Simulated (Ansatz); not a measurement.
# TiC18: the cost of one run

Method: DFT PBEsol, scalar-relativistic, plane waves, PAW, in Ansatz 0.2.0.

## (1) The system as given

The structure is triclinic, space group P1 (No. 1). Conventional cell: a = 7.398 Å, b = 7.398 Å, c = 11.000 Å, α = 90.00°, β = 90.00°, γ = 120.00°. C (site symmetry 1) has 3 C at 1.42 Å as nearest neighbours. Only part of the 19 independent sites is listed.

Coordinates:

```
CELL_PARAMETERS angstrom
7.39800 0.00000 0.00000
-3.69900 6.40686 0.00000
0.00000 0.00000 11.00000
ATOMIC_POSITIONS crystal
C 0.00000 0.00000 0.09091
C 0.22222 0.11111 0.09091
C 0.00000 0.33333 0.09091
C 0.22222 0.44444 0.09091
C 0.00000 0.66667 0.09091
C 0.22222 0.77778 0.09091
C 0.33333 0.00000 0.09091
C 0.55556 0.11111 0.09091
C 0.33333 0.33333 0.09091
C 0.55556 0.44444 0.09091
C 0.33333 0.66667 0.09091
C 0.55556 0.77778 0.09091
C 0.66667 0.00000 0.09091
C 0.88889 0.11111 0.09091
C 0.66667 0.33333 0.09091
C 0.88889 0.44444 0.09091
C 0.66667 0.66667 0.09091
C 0.88889 0.77778 0.09091
Ti 0.09594 0.27442 0.29182
```

## (2) Start relaxed

input.yaml reads:

```yaml
accuracy: low
crystal:
  lattice:
    - [7.398, 0.0, 0.0]
    - [-3.699, 6.406856, 0.0]
    - [0.0, 0.0, 11.0]
  atoms:
    - { symbol: C, position: [0.0, 0.0, 0.0909091] }
    - { symbol: C, position: [0.2222222, 0.1111111, 0.0909091] }
    - { symbol: C, position: [0.0, 0.3333333, 0.0909091] }
    - { symbol: C, position: [0.2222222, 0.4444444, 0.0909091] }
    - { symbol: C, position: [0.0, 0.6666667, 0.0909091] }
    - { symbol: C, position: [0.2222222, 0.7777778, 0.0909091] }
    - { symbol: C, position: [0.3333333, 0.0, 0.0909091] }
    - { symbol: C, position: [0.5555556, 0.1111111, 0.0909091] }
    - { symbol: C, position: [0.3333333, 0.3333333, 0.0909091] }
    - { symbol: C, position: [0.5555556, 0.4444444, 0.0909091] }
    - { symbol: C, position: [0.3333333, 0.6666667, 0.0909091] }
    - { symbol: C, position: [0.5555556, 0.7777778, 0.0909091] }
    - { symbol: C, position: [0.6666667, 0.0, 0.0909091] }
    - { symbol: C, position: [0.8888889, 0.1111111, 0.0909091] }
    - { symbol: C, position: [0.6666667, 0.3333333, 0.0909091] }
    - { symbol: C, position: [0.8888889, 0.4444444, 0.0909091] }
    - { symbol: C, position: [0.6666667, 0.6666667, 0.0909091] }
    - { symbol: C, position: [0.8888889, 0.7777778, 0.0909091] }
    - { symbol: Ti, position: [0.0959384, 0.2744172, 0.2918182], spin: 1.0 }
magnetization:
  spin_polarized: true
basis:
  ecutwfc: 420.0
kpoints:
  mp_grid: { grid: [2, 2, 1] }
hamiltonian:
  xc: pbesol
  pseudopotentials: { kind: paw, azcp: { folder: soft_1 } }
scf:
  occupations: { method: fermi_dirac, width: 0.05 }
  lower_state_search: "off"
relax:
  f_tol: 0.08
  max_steps: 25
  adjacent_minimum: "off"
```

Launch:

```bash
$ ansatz run input.yaml --threads 2 --pin off --max-ram 5120MiB --backend cpu --events-out ev --progress --plain --runs-dir out
```

Q: Estimate wall time and peak memory on 2 threads of Intel Xeon 6975P-C (Granite Rapids), shared host.

About 32 s, with a peak of 0.94 GiB.
